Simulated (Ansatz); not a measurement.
# C₂H₆FMoNO₂: up Jacob's ladder to CCSD(T)

The task here is to estimate one member of a computed series from the others.

The runs use Ansatz 0.2.0, Gaussian basis; functionals in def2-TZVPP, the program's frozen cores in correlated methods.

The runs, in order: LDA (SPW92), PBE-D4, revPBE-D4, BLYP-D4, r2SCAN-D4, B97M-V, PBE0-D4, B3LYP-D4, r2SCANh-D4, r2SCAN0-D4, HSE06-D4, BHLYP-D4, CAM-B3LYP-D4, LC-ωPBE, ωB97X-V, ωB97M-V, B2PLYP, PBE-QIDH; CCSD(T)/def2-SVP; CCSD(T)/def2-TZVPP; MP2/def2-QZVPP; extrapolation to the limit; RPA on PBE.

2 further runs of the same task are left out: 2 for a known fault of the program.

### The relaxed structure

An earlier PBE0-D4 in a triple-zeta def2 set relaxation fixed the geometry. Mo takes the def2 core potential; no spin-orbit term is included.

SMILES `C[N]=[Mo](=[O])([F])[O]C`, 13 atoms, charge 0, spin multiplicity 1.

Atoms are counted from 1 here; the program's logs count them from 0.

Bond lengths: C1–N2 1.420 Å, C1–H8 1.095 Å, C1–H9 1.095 Å, C1–H10 1.096 Å, N2–Mo3 1.721 Å, Mo3–O4 1.679 Å, Mo3–F5 1.867 Å, Mo3–O6 1.856 Å, O6–C7 1.404 Å, C7–H11 1.094 Å, C7–H12 1.094 Å, C7–H13 1.093 Å. Angles: N2–C1–H8 110.0°, N2–C1–H9 109.9°, N2–C1–H10 111.4°, H8–C1–H9 107.7°, H8–C1–H10 108.8°, H9–C1–H10 109.0°, C1–N2–Mo3 150.6°, N2–Mo3–O4 107.0°, N2–Mo3–F5 108.3°, N2–Mo3–O6 107.5°, O4–Mo3–F5 111.9°, O4–Mo3–O6 110.3°, F5–Mo3–O6 111.6°, Mo3–O6–C7 135.6°, O6–C7–H11 109.5°, O6–C7–H12 111.2°, O6–C7–H13 108.9°, H11–C7–H12 109.3° and more.

As a file:

```csv
atom,x (Å),y (Å),z (Å)
C1,0.6816,0.5694,2.1308
N2,0.5026,0.6967,0.7281
Mo3,-0.4591,1.1501,-0.6257
O4,-1.9261,1.7000,-0.0219
F5,0.4475,2.4802,-1.5706
O6,-0.7170,-0.3684,-1.6610
C7,-0.2678,-1.6984,-1.6222
H8,0.8913,-0.4737,2.3884
H9,1.5372,1.1706,2.4540
H10,-0.2101,0.8956,2.6784
H11,-1.1019,-2.3584,-1.3679
H12,0.5315,-1.8249,-0.8857
H13,0.1108,-1.9736,-2.6100
```

Set-up of the first run:

Contents of in.yaml:

```yaml
crystal:
  periodic: [false, false, false]
  atoms:
    - {symbol: C, position_ang: [0.681580, 0.569373, 2.130842]}
    - {symbol: N, position_ang: [0.502648, 0.696724, 0.728059]}
    - {symbol: Mo, position_ang: [-0.459138, 1.150111, -0.625683]}
    - {symbol: O, position_ang: [-1.926063, 1.700029, -0.021886]}
    - {symbol: F, position_ang: [0.447455, 2.480190, -1.570566]}
    - {symbol: O, position_ang: [-0.717043, -0.368430, -1.661023]}
    - {symbol: C, position_ang: [-0.267849, -1.698436, -1.622165]}
    - {symbol: H, position_ang: [0.891271, -0.473674, 2.388415]}
    - {symbol: H, position_ang: [1.537190, 1.170606, 2.454008]}
    - {symbol: H, position_ang: [-0.210088, 0.895564, 2.678391]}
    - {symbol: H, position_ang: [-1.101854, -2.358403, -1.367897]}
    - {symbol: H, position_ang: [0.531465, -1.824895, -0.885703]}
    - {symbol: H, position_ang: [0.110828, -1.973556, -2.609992]}
basis:
  gaussian: {orbitals: def2-TZVPP}
hamiltonian: {xc: lda}
output: {orbitals: {seedname: orbitals}}
```

Command:

```sh
$ ansatz run in.yaml --threads 2 --pin off --events-out ev --progress --plain --max-ram 32768MiB --backend cuda --devices 0, --max-vram 18GiB
```

Among the steps run: LDA; PBE-D4 (GGA); revPBE-D4 (GGA); BLYP-D4 (GGA); r2SCAN-D4 (meta-GGA); B97M-V (meta-GGA); B3LYP-D4 (hybrid); r2SCANh-D4 (hybrid); r2SCAN0-D4 (hybrid); HSE06-D4 (hybrid); BHLYP-D4 (hybrid); CAM-B3LYP-D4 (range-separated); LC-ωPBE (range-separated); ωB97X-V (range-separated); ωB97M-V (range-separated); B2PLYP (double hybrid); PBE-QIDH (double hybrid).

One table of the session follows, with a row left open; its other results are not shown here.

It belongs to the step «Frontier levels by functional». 

| functional | HOMO (eV) | LUMO (eV) | gap (eV) |
| --- | --- | --- | --- |
| LDA (SPW92) | -6.60 | -2.58 | 4.02 |
| PBE-D4 | -6.41 | -2.36 | 4.06 |
| revPBE-D4 | -6.34 | -2.27 | 4.07 |
| BLYP-D4 | -6.31 | -2.28 | 4.03 |
| r2SCAN-D4 | -6.70 | -2.32 | 4.38 |
| B97M-V | ? | ? | ? |
| PBE0-D4 | -7.82 | -1.64 | 6.18 |
| B3LYP-D4 | -7.60 | -1.87 | 5.73 |
| r2SCANh-D4 | -7.23 | -2.05 | 5.18 |
| r2SCAN0-D4 | -8.02 | -1.62 | 6.41 |
| HSE06-D4 | -7.41 | -2.01 | 5.40 |
| BHLYP-D4 | -9.15 | -0.78 | 8.38 |
| CAM-B3LYP-D4 | -9.19 | -0.58 | 8.61 |
| LC-ωPBE | -10.46 | 0.58 | 11.05 |
| ωB97X-V | -10.14 | 0.51 | 10.65 |
| ωB97M-V | -10.08 | 0.47 | 10.55 |

Q: Estimate the row for B97M-V from the others.

**Answer.** HOMO (eV): -6.79; LUMO (eV): -2.31; gap (eV): 4.48. In the column «HOMO (eV)» it lies between r2SCANh-D4 (-7.23) and r2SCAN-D4 (-6.70).
